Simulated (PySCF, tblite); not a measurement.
# FH₉OSi₄: geometry, infrared bands and NMR shifts

Aim: predict the infrared bands and NMR shifts of FH₉OSi₄ (`F[SiH2][Si@H]([SiH3])O[SiH3]`).

Computed with tblite 0.8.0 and PySCF 2.14.0, with density-fitted response routines of our own, on a single molecule in the gas phase. Atoms count from 0, in the outputs and in this text.

## (1) Starting geometry

15 atoms, charge 0, multiplicity 1; geometry from: force field or distance geometry start.

Bonds of the start (Å): F0–Si1 1.69, Si1–Si2 2.20, Si2–Si3 2.24, Si2–O4 1.73, O4–Si5 1.74, Si1–H6 1.47, Si1–H7 1.45, Si2–H8 1.48, Si3–H9 1.47, Si3–H10 1.46, Si3–H11 1.45, Si5–H12 1.46, Si5–H13 1.46, Si5–H14 1.49.

## (2) Relaxing the molecule with GFN2-xTB

Job settings and geometry (Å):

```
{"job": {"kind": "relax", "xc": "GFN2-xTB", "basis": "xTB"}, "charge": 0, "multiplicity": 1}
F      3.228800    -1.212700    -0.743200
Si     1.926600    -1.533100     0.280300
Si     0.232100    -0.186100    -0.107000
Si     0.760800     1.987200     0.074500
O     -1.103600    -0.492000     0.941800
Si    -2.521000    -0.353800    -0.050000
H      2.361200    -1.431100     1.680700
H      1.534200    -2.916100     0.056200
H     -0.247700    -0.404400    -1.492000
H      0.837600     2.317700     1.508200
H     -0.320100     2.730100    -0.576900
H      1.987100     2.262700    -0.649300
H     -2.105500     0.045100    -1.393700
H     -3.272600    -1.603100    -0.031500
H     -3.302300     0.797600     0.480000
```

Run with:

```console
$ OMP_NUM_THREADS=1 python probes_run.py task.json out
```

This one command runs all jobs of the session in turn.

Output:

```text
step      E/eV     max force
  0    -555.60976    3.118
  1    -555.87478    2.198
  2    -556.07066    1.331
  3    -556.15669    1.115
  4    -556.43393    1.001
  5    -556.50892    1.131
  6    -556.63194    0.788
  7    -556.67559    0.509
  8    -556.72210    0.580
  9    -556.75252    0.590
 10    -556.78848    0.465
 11    -556.81661    0.418
 12    -556.83266    0.374
 13    -556.84314    0.273
 14    -556.85515    0.225
 15    -556.86796    0.241
 16    -556.87757    0.208
 17    -556.88402    0.195
 18    -556.88957    0.151
 19    -556.89457    0.157
 20    -556.90010    0.162
 21    -556.90547    0.164
 22    -556.91034    0.178
 23    -556.91567    0.172
 24    -556.92295    0.183
 25    -556.93334    0.206
 26    -556.94406    0.184
 27    -556.95177    0.182
 28    -556.95717    0.130
 29    -556.96034    0.142
 30    -556.96279    0.137
 31    -556.96566    0.143
 32    -556.96998    0.149
 33    -556.97372    0.152
 34    -556.97749    0.154
 35    -556.98100    0.157
 36    -556.98397    0.164
 37    -556.98671    0.159
 38    -556.98975    0.136
 39    -556.99229    0.086
 40    -556.99347    0.220
 41    -556.99577    0.107
 42    -556.99727    0.075
 43    -556.99812    0.051
 44    -556.99856    0.047
 45    -556.99888    0.034
 46    -556.99913    0.044
 47    -556.99954    0.055
 48    -557.00000    0.052
 49    -557.00037    0.047
 50    -557.00061    0.031
 51    -557.00072    0.023
 52    -557.00079    0.024
 53    -557.00087    0.028
 54    -557.00095    0.024
 55    -557.00103    0.023
 56    -557.00112    0.023
 57    -557.00121    0.020
 58    -557.00129    0.024
 59    -557.00134    0.022
 60    -557.00140    0.022
 61    -557.00152    0.038
 62    -557.00174    0.060
 63    -557.00209    0.072
 64    -557.00245    0.056
 65    -557.00266    0.027
 66    -557.00275    0.024
 67    -557.00283    0.030
 68    -557.00299    0.050
 69    -557.00324    0.062
 70    -557.00355    0.054
 71    -557.00378    0.034
 72    -557.00392    0.029
 73    -557.00406    0.030
 74    -557.00428    0.053
 75    -557.00466    0.065
 76    -557.00507    0.089
 77    -557.00542    0.041
 78    -557.00563    0.034
 79    -557.00575    0.033
 80    -557.00584    0.033
 81    -557.00621    0.045
 82    -557.00661    0.055
 83    -557.00699    0.039
 84    -557.00716    0.026
 85    -557.00722    0.020
 86    -557.00728    0.020
 87    -557.00737    0.021
 88    -557.00754    0.023
 89    -557.00765    0.015
 90    -557.00771    0.012
 91    -557.00773    0.011
 92    -557.00775    0.012
 93    -557.00777    0.014
 94    -557.00780    0.015
 95    -557.00783    0.011
 96    -557.00785    0.011
 97    -557.00787    0.008
```

Wall time 0.83 s (1 thread of Arm Neoverse V1, shared host); peak memory 0.18 GiB.

Along the way: (not every step is listed)

```
step  energy from step 0 (eV)  largest force (eV/Å)
   0                   0.0000                3.1180
   1                  -0.2650                2.1979
   2                  -0.4609                1.3310
   3                  -0.5469                1.1153
   4                  -0.8242                1.0006
   5                  -0.8992                1.1311
   6                  -1.0222                0.7876
   7                  -1.0658                0.5089
   8                  -1.1123                0.5798
  16                  -1.2678                0.2078
  24                  -1.3132                0.1831
  32                  -1.3602                0.1495
  40                  -1.3837                0.2199
  48                  -1.3902                0.0521
  56                  -1.3914                0.0230
  64                  -1.3927                0.0560
  72                  -1.3942                0.0295
  80                  -1.3961                0.0332
  88                  -1.3978                0.0227
  92                  -1.3980                0.0122
  93                  -1.3980                0.0145
  94                  -1.3980                0.0152
  95                  -1.3981                0.0110
  96                  -1.3981                0.0110
  97                  -1.3981                0.0083
```

Distances of close pairs at the start and the end, largest changes first:

```
   bond  before (Å)  after (Å)  change (Å)
 O4–Si5       1.735      1.615      -0.121
Si1–Si2       2.199      2.304      +0.105
 Si2–O4       1.726      1.640      -0.086
Si2–Si3       2.244      2.323      +0.079
 F0–Si1       1.687      1.623      -0.064
Si5–H14       1.489      1.462      -0.027
Si3–H11       1.450      1.467      +0.016
 Si1–H7       1.455      1.465      +0.010
```

The next job starts from the end point, and lists it.

## (3) Infrared spectrum with GFN2-xTB

Job settings and geometry (Å):

```
{"job": {"kind": "ir", "xc": "GFN2-xTB", "basis": "xTB"}, "charge": 0, "multiplicity": 1}
F      3.290941    -1.287494     0.032355
Si     1.770616    -1.727600     0.390018
Si     0.469295    -0.089700    -0.575243
Si     0.768764     2.153445    -0.051681
O     -1.038793    -0.526044    -0.102446
Si    -2.639533    -0.385475     0.054159
H      1.804305    -1.805272     1.852866
H      1.720625    -3.105292    -0.105979
H      0.432689    -0.252984    -2.049258
H      0.784392     2.410016     1.395996
H     -0.269849     3.041016    -0.595119
H      2.049243     2.646748    -0.569596
H     -3.197043    -0.028179    -1.248330
H     -3.071298    -1.702797     0.510855
H     -2.878767     0.667601     1.039492
```

Output:

```text
mode    cm-1     km/mol
  1       7.3      0.02
  2      32.2      0.04
  3      36.7      0.87
  4      44.0      0.63
  5      51.4      0.85
  6      73.2      1.28
  7     147.3     16.01
  8     158.8      5.53
  9     176.6     10.65
 10     365.4     19.08
 11     387.2     12.29
 12     423.1     21.54
 13     449.3     24.20
 14     517.6      4.00
 15     563.6     12.42
 16     584.8     33.20
 17     602.0    119.89
 18     603.1    224.70
 19     622.3    280.05
 20     677.2    430.19
 21     719.5    101.04
 22     768.8    135.17
 23     776.4    357.08
 24     781.9     49.33
 25     785.7    588.67
 26     801.6    126.22
 27     809.6    503.12
 28     820.0     67.10
 29     831.4    252.70
 30    1068.1    640.72
 31    2049.2    255.98
 32    2195.2    277.19
 33    2200.5    116.11
 34    2216.7    487.44
 35    2231.5    286.43
 36    2247.0    164.37
 37    2258.8    459.52
 38    2272.5    338.00
 39    2288.2    161.61
```

Run time: 0.65 s. Hardware: 1 thread of Arm Neoverse V1, shared host; peak memory 0.18 GiB.

Which atoms move in the most intense modes:

```
cm⁻¹  km/mol                                  atoms
 677   430.2                                H8 66 %
 776   357.1   F0 27 %, Si1 17 %, H11 15 %, H9 12 %
 786   588.7  H12 20 %, F0 20 %, Si1 17 %, H14 16 %
 810   503.1                       H6 32 %, H7 31 %
1068   640.7                      O4 78 %, Si5 11 %
2217   487.4                       H7 46 %, H6 43 %
2259   459.5                     H14 67 %, H12 27 %
2272   338.0           H12 57 %, H14 21 %, H13 18 %
```

## (4) Shielding tensors: PBE0/pcSseg-1

Settings changed since step 3:

```diff
@@ -1,2 +1,2 @@
-{"job": {"kind": "ir", "xc": "GFN2-xTB", "basis": "xTB"}, "charge": 0, "multiplicity": 1}
+{"job": {"kind": "nmr", "xc": "PBE0", "basis": "pcSseg-1"}, "charge": 0, "multiplicity": 1}
 F      3.290941    -1.287494     0.032355
```

Level: GIAO PBE0/pcSseg-1 NMR shielding, non-relativistic, gas phase.

Output:

```text
coarse grid: 14248 points
cycle   1  E = -1337.6297388788  dE =  2.759e-01  |g| = 9.233e-01  |ddm| = 3.476e+00
cycle   2  E = -1337.3541406863  dE =  2.756e-01  |g| = 1.544e+00  |ddm| = 2.030e+00
cycle   3  E = -1337.7727057211  dE = -4.186e-01  |g| = 9.456e-02  |ddm| = 1.484e+00
cycle   4  E = -1337.7737920231  dE = -1.086e-03  |g| = 7.104e-02  |ddm| = 1.578e-01
cycle   5  E = -1337.7746131306  dE = -8.211e-04  |g| = 1.004e-02  |ddm| = 5.812e-02
cycle   6  E = -1337.7746310578  dE = -1.793e-05  |g| = 1.337e-03  |ddm| = 1.174e-02
cycle   7  E = -1337.7746315017  dE = -4.440e-07  |g| = 4.302e-04  |ddm| = 2.316e-03
final grid: 118864 points
cycle   8  E = -1337.8219138901  dE = -1.227e-05  |g| = 6.319e-03  |ddm| = 1.103e-02
cycle   9  E = -1337.8219033724  dE =  1.052e-05  |g| = 9.913e-03  |ddm| = 1.112e-02
cycle  10  E = -1337.8219200607  dE = -1.669e-05  |g| = 4.501e-04  |ddm| = 7.469e-03
cycle  11  E = -1337.8219200966  dE = -3.589e-08  |g| = 5.501e-05  |ddm| = 5.234e-04
cycle  12  E = -1337.8219200971  dE = -5.359e-10  |g| = 3.136e-05  |ddm| = 8.705e-05
converged SCF energy = -1337.8219200971

GIAO shielding tensors (ppm)
atom      isotropic    diamagn.    paramagn.     s11        s22        s33       span
  0 F      433.322     466.568     -33.246    373.462    453.548    472.957     99.494
  1 Si     348.445     876.533    -528.088    299.320    306.153    439.862    140.542
  2 Si     369.912     880.653    -510.741    294.143    346.792    468.801    174.658
  3 Si     466.299     880.968    -414.669    448.927    467.020    482.949     34.022
  4 O      355.691     401.502     -45.810    246.919    398.222    421.933    175.014
  5 Si     389.391     880.599    -491.208    350.750    355.069    462.354    111.605
  6 H       26.030      28.883      -2.853     23.310     25.172     29.607      6.296
  7 H       25.898      28.037      -2.139     22.753     25.006     29.935      7.182
  8 H       25.522      29.787      -4.265     22.797     24.619     29.150      6.354
  9 H       27.965      29.864      -1.899     25.010     25.889     32.995      7.985
 10 H       27.892      29.702      -1.810     24.781     25.915     32.981      8.200
 11 H       28.262      29.097      -0.835     25.062     25.916     33.807      8.745
 12 H       26.749      29.501      -2.753     23.438     25.061     31.747      8.309
 13 H       26.837      29.343      -2.506     23.127     25.220     32.166      9.039
 14 H       26.751      30.194      -3.442     23.108     25.650     31.495      8.387
```

It took 62 s on 1 thread of Arm Neoverse V1, shared host; peak memory 0.74 GiB.

Shifts follow as δ = σ(reference) − σ, with reference shieldings (ppm) from runs at the same level and on the same kind of geometry: 1H TMS 31.72, 29Si TMS 349.2, 19F CFCl3 170.9, 17O H2O 336.1. The references are single molecules in the gas phase, so shifts against H2O, NH3, PH3, H3PO4 or CFCl3 are not on the usual liquid scales and can be off by tens of ppm. Atoms listed in one row are averaged.

```
        atoms                              environment  σ (ppm)  δ (ppm)
           H8  hydrogen on a silicon bonded to O, 2 Si    25.52     6.19
           H7    hydrogen on a silicon bonded to F, Si    25.90     5.82
           H6    hydrogen on a silicon bonded to F, Si    26.03     5.69
H12, H13, H14        hydrogen on a silicon bonded to O    26.78     4.94
 H9, H10, H11       hydrogen on a silicon bonded to Si    28.04     3.68
           F0                    fluorine bonded to Si    433.3   -262.4
          Si1             silicon bonded to F, Si, 2 H    348.4      0.7
          Si2             silicon bonded to O, 2 Si, H    369.9    -20.8
          Si5                 silicon bonded to O, 3 H    389.4    -40.2
          Si3                silicon bonded to Si, 3 H    466.3   -117.1
           O4                    oxygen bonded to 2 Si    355.7    -19.6
```

Charges from the same density, by scheme (e):

| atoms | Mulliken | IAO | Hirshfeld | ESP fit |
| --- | --- | --- | --- | --- |
| F0 | -0.45 | -0.56 | -0.22 | -0.32 |
| Si1 | 0.70 | 0.80 | 0.34 | 0.50 |
| Si2 | 0.39 | 0.58 | 0.27 | 0.27 |
| Si3 | 0.16 | 0.26 | 0.21 | 0.20 |
| O4 | -0.75 | -0.90 | -0.31 | -0.42 |
| Si5 | 0.74 | 0.89 | 0.39 | 0.58 |

Mayer bond orders: F0–Si1 0.88, Si1–Si2 0.89, Si2–Si3 0.90, Si2–O4 0.85, O4–Si5 0.93.

The fields below are evaluated on a grid from the run's orbitals.

Frontier orbitals at PBE0/pcSseg-1, with the share of their density that lies nearest to each atom:

```
orbital  energy (eV)                                      lies on
   HOMO        -7.96  Si2 20 %; O4 19 %; Si1, Si3 about 15 % each
   LUMO        -1.52                   Si2 21 %; Si1 17 %; O4 9 %
```

ELF in a plane through or near 7 of the atoms.

Ten even steps from '0' (0.00) to '9' (1.00):
```
0000000000000000000000000000
0000000000000000000000000000
0000000002420001210000000000
0000000079995149994000000000
0000000399999399999200000000
0000000289991549999200000000
0000000014642817861000000000
0000000000378774100000000000
0000011000379861000010000000
0000267401641124431132100000
0001686735981077871025400000
0002686712497383472733410000
0001355247164068740013200000
0000001664531023117997300000
0000006999950000029999500000
0000018999950000038997200000
0000001587400000000110000000
0000000000000000000000000000
0000000000000000000000000000
0000000000000000000000000000
```
The map spans 12.2 Å across and 11.3 Å up, centred on the molecule. Atoms in the plane (x, y in Å): F0 (-3.5, -0.6), Si1 (-2.1, -1.3), Si3 (-0.3, 2.3), O4 (0.9, -0.7), Si5 (2.5, -0.9), H10 (0.9, 3.0), H11 (-1.4, 3.1).

On the surface of density 0.002 e/bohr³ the electrostatic potential runs, from the 1st to the 99th percentile, from -1.16 V near F0 to 1.61 V near Si1.

## (5) Outcome

| quantity | value |
| --- | --- |
| strongest single infrared mode (GFN2-xTB) | 1068 cm⁻¹, 641 km/mol |
| zero-point energy (GFN2-xTB) | 49.5 kcal/mol |
| 1H shifts against TMS (PBE0/pcSseg-1, means over atoms taken as alike) | 6.19, 5.82, 5.69, 4.94, 3.68 ppm |
| 19F shifts against CFCl3 (PBE0/pcSseg-1) | -262.4 ppm |
| 29Si shifts against TMS (PBE0/pcSseg-1) | 0.7, -20.8, -40.2, -117.1 ppm |
| 17O shifts against H2O (PBE0/pcSseg-1) | -19.6 ppm |
| surface potential, 1st and 99th percentile | -1.16 V and 1.61 V |

What this shows: The optimisation took 97 steps and gained 1.398 eV; among the close pairs (by a distance rule), O4–Si5 changed most, from 1.735 to 1.615 Å. All 39 modes are real, so the xTB geometry is a minimum. The strongest single mode, at 1068 cm⁻¹, moves mainly O4. Unscaled tight-binding wavenumbers are off by several per cent, some by more. Its intensities can rank the bands wrongly. By nearest atom (PBE0/pcSseg-1), the HOMO sits on Si2 20 %; O4 19 % and the LUMO on Si2 21 %; Si1 17 %.
